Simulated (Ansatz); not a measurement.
# C3H12GaN: the cost of one run

Computed with Ansatz 0.2.0, Gaussian basis. Level: the settings change from run to run.

### 1 The relaxed structure

An earlier PBE0-D4 in a triple-zeta def2 set relaxation fixed the geometry.

SMILES `C[NH2+][GaH-]([CH3])[CH3]`, 17 atoms, charge 0, spin multiplicity 1.

Atoms are counted from 1 here; the program's logs count them from 0.

Bond lengths: C1–N2 1.465 Å, C1–H6 1.093 Å, C1–H7 1.090 Å, C1–H8 1.090 Å, N2–Ga3 2.160 Å, N2–H9 1.014 Å, N2–H10 1.014 Å, Ga3–C4 1.994 Å, Ga3–C5 1.994 Å, Ga3–H11 1.594 Å, C4–H12 1.094 Å, C4–H13 1.094 Å, C4–H14 1.094 Å, C5–H15 1.094 Å, C5–H16 1.094 Å, C5–H17 1.094 Å. Angles: N2–C1–H6 112.8°, N2–C1–H7 108.9°, N2–C1–H8 108.9°, H6–C1–H7 109.1°, H6–C1–H8 109.1°, H7–C1–H8 108.0°, C1–N2–Ga3 114.9°, C1–N2–H9 110.8°, C1–N2–H10 110.8°, Ga3–N2–H9 106.7°, Ga3–N2–H10 106.7°, H9–N2–H10 106.6°, N2–Ga3–C4 100.0°, N2–Ga3–C5 100.0°, N2–Ga3–H11 96.4°, C4–Ga3–C5 118.2°, C4–Ga3–H11 117.4°, C5–Ga3–H11 117.4° and more.

### 2 r2SCAN50/STO-3G

Options: a grid of angular degree 47, high accuracy.

in.yaml

```yaml
crystal:
  periodic: [false, false, false]
  atoms:
    - {symbol: C, position_ang: [0.651720, 1.433702, -1.193558]}
    - {symbol: N, position_ang: [1.180286, 0.872936, 0.052067]}
    - {symbol: Ga, position_ang: [-0.007072, -0.712555, 0.912214]}
    - {symbol: C, position_ang: [0.061838, -2.042095, -0.571658]}
    - {symbol: C, position_ang: [-1.717123, 0.263894, 1.222985]}
    - {symbol: H, position_ang: [1.278726, 2.232494, -1.598309]}
    - {symbol: H, position_ang: [0.569297, 0.636557, -1.931842]}
    - {symbol: H, position_ang: [-0.348076, 1.824991, -1.007546]}
    - {symbol: H, position_ang: [1.264697, 1.591207, 0.762939]}
    - {symbol: H, position_ang: [2.110715, 0.495241, -0.089442]}
    - {symbol: H, position_ang: [0.930685, -0.971402, 2.174401]}
    - {symbol: H, position_ang: [-0.366694, -2.992262, -0.240156]}
    - {symbol: H, position_ang: [1.086113, -2.253722, -0.893257]}
    - {symbol: H, position_ang: [-0.511600, -1.721412, -1.446126]}
    - {symbol: H, position_ang: [-2.232624, 0.509770, 0.290158]}
    - {symbol: H, position_ang: [-2.399221, -0.357759, 1.810047]}
    - {symbol: H, position_ang: [-1.570669, 1.190014, 1.787083]}
basis:
  gaussian: {orbitals: STO-3G, final_grid: {core_spheres: 20, valence_spheres: 16, degree: 47}}
hamiltonian: {xc: {name: r2SCAN50}}
accuracy: high
output: {forces: true}
```

Run with:

```
> ansatz run in.yaml --threads 4 --pin off --events-out ev --progress --plain --max-ram 11315MiB
```

**Question.** How long does this run take on 4 threads of Arm Neoverse V2, shared host, and how much memory does it need?

About 3.6 s, with a peak of 0.64 GiB.
